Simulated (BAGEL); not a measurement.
# RI-MP2/def2-SVPD (density fitting with qzvpp-jkfit) run of CH4GeO (SMILES C[O][GeH])

Aim: the energy change on altering one bond length of CH4GeO at RI-MP2/def2-SVPD (density fitting with qzvpp-jkfit), from 2 runs. 

The calculation is run with BAGEL 1.2.2.

30 further runs of the same task are left out: 6 that didn't finish, 24 set aside as unsound or not needed.

## Step 1: The molecule

The species is CH4GeO (7 atoms), meant as a singlet with charge 0. SMILES: `C[O][GeH]`. The shape is that of a PBE0-D4/def2-TZVP optimisation. This is one conformer, not always the lowest.

Bond lengths: C1–O2 1.407 Å, O2–Ge3 1.774 Å, C1–H4 1.094 Å, C1–H5 1.096 Å, C1–H6 1.094 Å, Ge3–H7 1.619 Å. Angles: C1–O2–Ge3 127.8°, O2–C1–H4 109.5°, O2–C1–H5 111.7°, O2–C1–H6 109.4°, O2–Ge3–H7 95.3°, H4–C1–H5 109.0°, H4–C1–H6 108.1°, H5–C1–H6 109.0°.

## Step 2: The energy at RI-MP2/def2-SVPD (density fitting with qzvpp-jkfit)

The input, input.json:

```json
{ "bagel" : [

{
  "title" : "molecule",
  "basis" : "def2-svpd.json",
  "df_basis" : "qzvpp-jkfit",
  "angstrom" : true,
  "geometry" : [
    { "atom" : "C", "xyz" : [      -0.420700,       0.662700,      -0.094800 ] },
    { "atom" : "O", "xyz" : [      -0.623500,      -0.712400,      -0.309800 ] },
    { "atom" : "Ge", "xyz" : [       0.521900,      -2.037000,      -0.026500 ] },
    { "atom" : "H", "xyz" : [      -0.553400,       1.202400,      -1.037400 ] },
    { "atom" : "H", "xyz" : [       0.582400,       0.869000,       0.296300 ] },
    { "atom" : "H", "xyz" : [      -1.163900,       1.033500,       0.617600 ] },
    { "atom" : "H", "xyz" : [       1.718500,      -1.086300,       0.509000 ] }
  ]
},

{
  "title" : "hf"
},

{
  "title" : "mp2",
  "ncore" : 11
}

]}
```

The basis set def2-SVPD is read from a file made from the Basis Set Exchange's data (not shown).

The run is started by

```
BAGEL_NUM_THREADS=1 BAGEL input.json > input.out
```

Log:

```text
* using 1 threads per process

  ===============================================================
  ===============================================================

  *** Geometry ***

  { "atom" : "C", "xyz" : [     -0.795008,      1.252322,     -0.179146 ] },
  { "atom" : "O", "xyz" : [     -1.178244,     -1.346241,     -0.585437 ] },
  { "atom" : "Ge", "xyz" : [      0.986248,     -3.849372,     -0.050078 ] },
  { "atom" : "H", "xyz" : [     -1.045774,      2.272207,     -1.960402 ] },
  { "atom" : "H", "xyz" : [      1.100576,      1.642172,      0.559926 ] },
  { "atom" : "H", "xyz" : [     -2.199452,      1.953032,      1.167095 ] },
  { "atom" : "H", "xyz" : [      3.247494,     -2.052809,      0.961871 ] },

  Number of auxiliary basis functions:      490

  Since a DF basis is specified, we compute 2- and 3-index integrals:
    o Being stored without compression. Storage requirement is 0.050 GB

  Number of basis functions:      113
  Number of electrons      :       50

    * METHOD: MOLECULE                             0.30

  *** RHF ***

  === Nuclear Repulsion ===
   174.8041227285

      * DIIS with orbital gradients will be used.

  === RHF iteration (def2-svpd.json) ===
      0      -2189.83527906          0.01783352           0.11
      1      -2189.91659975          0.01729968           0.10
      2      -2190.05838095          0.00164084           0.10
      3      -2190.06082039          0.00051297           0.10
      4      -2190.06101273          0.00012544           0.10
      5      -2190.06103548          0.00003755           0.10
      6      -2190.06103796          0.00001605           0.10
      7      -2190.06103830          0.00000771           0.10
      8      -2190.06103837          0.00000355           0.10
      9      -2190.06103839          0.00000105           0.10
     10      -2190.06103839          0.00000043           0.10
     11      -2190.06103839          0.00000020           0.10
     12      -2190.06103839          0.00000007           0.11
     13      -2190.06103839          0.00000003           0.10
     14      -2190.06103839          0.00000002           0.10
     15      -2190.06103839          0.00000001           0.10
    * SCF iteration converged.

    * Permanent dipole moment:
           (   -0.347761,    -0.273735,    -0.155218) a.u.

    * METHOD: HF                                   1.93

  *** RHF ***

  === Nuclear Repulsion ===
   174.8041227285

      * DIIS with orbital gradients will be used.

  === RHF iteration (def2-svpd.json) ===
      0      -2190.06103839          0.00000000           0.10
    * SCF iteration converged.

    * Permanent dipole moment:
           (   -0.347761,    -0.273735,    -0.155218) a.u.

  === DF-MP2 calculation ===

    * freezing 11 orbitals
    * 3-index integral transformation done
    * assembly done

      MP2 correlation energy:   -0.5661137971      0.07

      MP2 total energy:       -2190.6271521843

    * METHOD: MP2                                  0.29

  ===============================================================
```

Wall time 2.7 s (1 thread of Arm Neoverse V1, shared host); peak memory 0.16 GiB.

## Step 3: The distorted shape at the same level

The input, input.json:

```json
{ "bagel" : [

{
  "title" : "molecule",
  "basis" : "def2-svpd.json",
  "df_basis" : "qzvpp-jkfit",
  "angstrom" : true,
  "geometry" : [
    { "atom" : "C", "xyz" : [    0.471127,    0.217747,   -0.949667 ] },
    { "atom" : "O", "xyz" : [    0.268327,   -1.157353,   -1.164667 ] },
    { "atom" : "Ge", "xyz" : [    1.413727,   -2.481953,   -0.881367 ] },
    { "atom" : "H", "xyz" : [    0.338427,    0.757447,   -1.892267 ] },
    { "atom" : "H", "xyz" : [    1.474227,    0.424047,   -0.558567 ] },
    { "atom" : "H", "xyz" : [   -1.163900,    1.033500,    0.617600 ] },
    { "atom" : "H", "xyz" : [    2.610327,   -1.531253,   -0.345867 ] }
  ]
},
{
  "title" : "hf"
},
{
  "title" : "mp2",
  "ncore" : 11
}

]}
```

The basis set def2-SVPD is read from a file made from the Basis Set Exchange's data (not shown).

The run is started by

```
BAGEL_NUM_THREADS=1 BAGEL input.json > input.out
```

Log:

```text
* using 1 threads per process

  ===============================================================
  ===============================================================

  *** Geometry ***

  { "atom" : "C", "xyz" : [      0.890301,      0.411482,     -1.794611 ] },
  { "atom" : "O", "xyz" : [      0.507065,     -2.187080,     -2.200902 ] },
  { "atom" : "Ge", "xyz" : [      2.671557,     -4.690211,     -1.665542 ] },
  { "atom" : "H", "xyz" : [      0.639534,      1.431367,     -3.575866 ] },
  { "atom" : "H", "xyz" : [      2.785885,      0.801333,     -1.055539 ] },
  { "atom" : "H", "xyz" : [     -2.199452,      1.953032,      1.167095 ] },
  { "atom" : "H", "xyz" : [      4.932803,     -2.893649,     -0.653594 ] },

  Number of auxiliary basis functions:      490

  Since a DF basis is specified, we compute 2- and 3-index integrals:
    o Being stored without compression. Storage requirement is 0.050 GB

  Number of basis functions:      113
  Number of electrons      :       50

    * METHOD: MOLECULE                             0.30

  *** RHF ***

  === Nuclear Repulsion ===
   171.1412226903

      * DIIS with orbital gradients will be used.

  === RHF iteration (def2-svpd.json) ===
      0      -2189.60617547          0.01792416           0.11
      1      -2189.66224759          0.01975894           0.11
      2      -2189.85698253          0.00212217           0.10
      3      -2189.86161525          0.00065920           0.10
      4      -2189.86203812          0.00025662           0.12
      5      -2189.86212136          0.00006240           0.10
      6      -2189.86212887          0.00002182           0.10
      7      -2189.86212946          0.00001060           0.10
      8      -2189.86212956          0.00000474           0.10
      9      -2189.86212958          0.00000195           0.10
     10      -2189.86212959          0.00000092           0.11
     11      -2189.86212959          0.00000041           0.10
     12      -2189.86212959          0.00000014           0.10
     13      -2189.86212959          0.00000006           0.10
     14      -2189.86212959          0.00000003           0.11
     15      -2189.86212959          0.00000002           0.11
     16      -2189.86212959          0.00000001           0.10
    * SCF iteration converged.

    * Permanent dipole moment:
           (   -1.194517,     0.499193,     0.555803) a.u.

    * METHOD: HF                                   2.10

  *** RHF ***

  === Nuclear Repulsion ===
   171.1412226903

      * DIIS with orbital gradients will be used.

  === RHF iteration (def2-svpd.json) ===
      0      -2189.86212959          0.00000000           0.10
    * SCF iteration converged.

    * Permanent dipole moment:
           (   -1.194517,     0.499194,     0.555803) a.u.

  === DF-MP2 calculation ===

    * freezing 11 orbitals
    * 3-index integral transformation done
    * assembly done

      MP2 correlation energy:   -0.5897819556      0.08

      MP2 total energy:       -2190.4519115440

    * METHOD: MP2                                  0.30

  ===============================================================
```

Run time: 2.9 s. Hardware: 1 thread of Arm Neoverse V1, shared host; peak memory 0.16 GiB.

## Step 4: Outcome

At RI-MP2/def2-SVPD (density fitting with qzvpp-jkfit), 11 core orbitals frozen:

```
                                                         quantity           value
                                        first shape: total energy  -2190.62715 Eh
        first shape: correlation energy (11 core orbitals frozen)      -566.1 mEh
                                    distorted shape: total energy  -2190.45191 Eh
    distorted shape: correlation energy (11 core orbitals frozen)      -589.8 mEh
energy change with the C1–H6 bond stretched from 1.094 to 2.407 Å        4.769 eV
```

What this shows: One bond (distorted shape) is far stretched, which a spin-restricted single reference describes badly; perturbation theory on it can break down and give far too much correlation. With the C1–H6 bond stretched from 1.094 to 2.407 Å the energy rises by 4.77 eV (460 kJ/mol). The first shape isn't relaxed at this level, so the change isn't measured from a minimum. A restricted reference can't describe the breaking bond well at this length.
